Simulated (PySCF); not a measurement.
**[Ce(H2O)2]3+: other functionals and bases at one geometry**

One table from this session's results is given with a row withheld; the runs are named, their logs left out.

The runs use PySCF 2.14.0; several levels, as the steps say, no spin–orbit coupling.

1 further run of the same task is left out (for a known fault of the program).

### Where the work starts

7 atoms, charge 3, spin multiplicity 1.

Bond lengths: Ce1–O2 2.342 Å, Ce1–O5 2.342 Å, O2–H3 0.992 Å, O2–H4 0.991 Å, O5–H6 0.992 Å, O5–H7 0.991 Å. Angles: O2–Ce1–O5 115.2°, Ce1–O2–H3 127.7°, Ce1–O2–H4 129.7°, H3–O2–H4 102.5°, Ce1–O5–H6 127.7°, Ce1–O5–H7 129.8°, H6–O5–H7 102.5°.

As a file:

```xyz
7
CeH4O2
Ce    1.0741    0.0530   -0.0019
O    -0.1808    0.0697    1.9756
H     0.1522    0.1684    2.9047
H    -1.1590   -0.0189    2.1059
O    -0.1793   -0.0957   -1.9752
H     0.1577   -0.2265   -2.8991
H    -1.1596   -0.0407   -2.1099
```

Formal oxidation states: Ce +3. Each metal's 1 4f electrons lie in its core potential, so multiplicities, spins and levels count the valence alone. An earlier session relaxed this geometry at PBE0, Ce lcecp-1-SVP with ECP47, O def2-SVP, H def2-SVP (singlet, point group C1).

At PBE0 on the finer grid: E = -183.653283 Eh, HOMO -25.90 eV, LUMO -18.20 eV, Mulliken charge on Ce1 +2.31 e, largest force component 0.019 eV/Å. 

Levels to run: BP86; B3LYP; PBE0, TZVP. Hardware: 2 threads of Intel Xeon 6975P-C (Granite Rapids), shared host.

Set-up of the first run:

run.py (the lines that set the calculation) reads:

```python
mol = gto.M(atom='''
Ce     1.07411     0.05304    -0.00194
O     -0.18084     0.06966     1.97561
H      0.15216     0.16837     2.90467
H     -1.15897    -0.01888     2.10589
O     -0.17928    -0.09569    -1.97519
H      0.15773    -0.22654    -2.89911
H     -1.15958    -0.04069    -2.10992''',
    basis={'Ce': 'lcecp-1-SVP', 'O': 'def2-SVP', 'H': 'def2-SVP'},
    ecp={'Ce': 'lcecp-1-SVP'},
    charge=3, spin=0)
mf = dft.RKS(mol, xc='B88,P86')
mf.grids.atom_grid = (75, 302)  # f atoms: unpruned, at least (60, 302)
mf = mf.density_fit()  # fitting sets: Ce AutoAux, O def2-universal-JKFIT, H def2-universal-JKFIT
mf.conv_tol = 1e-08; mf.max_cycle = 55
mf.kernel(dm0)  # dm0: the density of the relaxed state
```

The run is started by

```
$ OMP_NUM_THREADS=2 python run.py
```

Steps of the session up to this table: BP86; B3LYP; PBE0, TZVP.

One of the session's tables, all rows but one given; the rest of the session is left out.

```
              level  HOMO (eV)  gap (eV)  charge on Ce1 (e)  dipole (D)  largest force component (eV/Å)
PBE0 (relaxed here)     -25.90      7.70               2.31        2.35                            0.02
               BP86          ?         ?                  ?           ?                               ?
              B3LYP     -25.58      7.09               2.28        2.40                            0.17
         PBE0, TZVP     -25.91      7.80               2.44        2.38                            0.28
```

Estimate the missing values for BP86.

The run gave: HOMO (eV): -24.25; gap (eV): 5.13; charge on Ce1 (e): 2.22; dipole (D): 2.64; largest force component (eV/Å): 0.54. In the column «HOMO (eV)» it is the highest.

The dipole of a charged species depends on the origin, so these sizes hold for this origin alone.

In one basis the HOMO–LUMO gap runs from 5.13 eV (BP86) to 7.70 eV (PBE0). The largest leftover force, 0.54 eV/Å with BP86, stands at a geometry relaxed at another level. With 4f in the core, its levels are missing from HOMO and gap, and its count is fixed, so no charge can pass from the ligands into it. Total energies of different levels can't be compared.
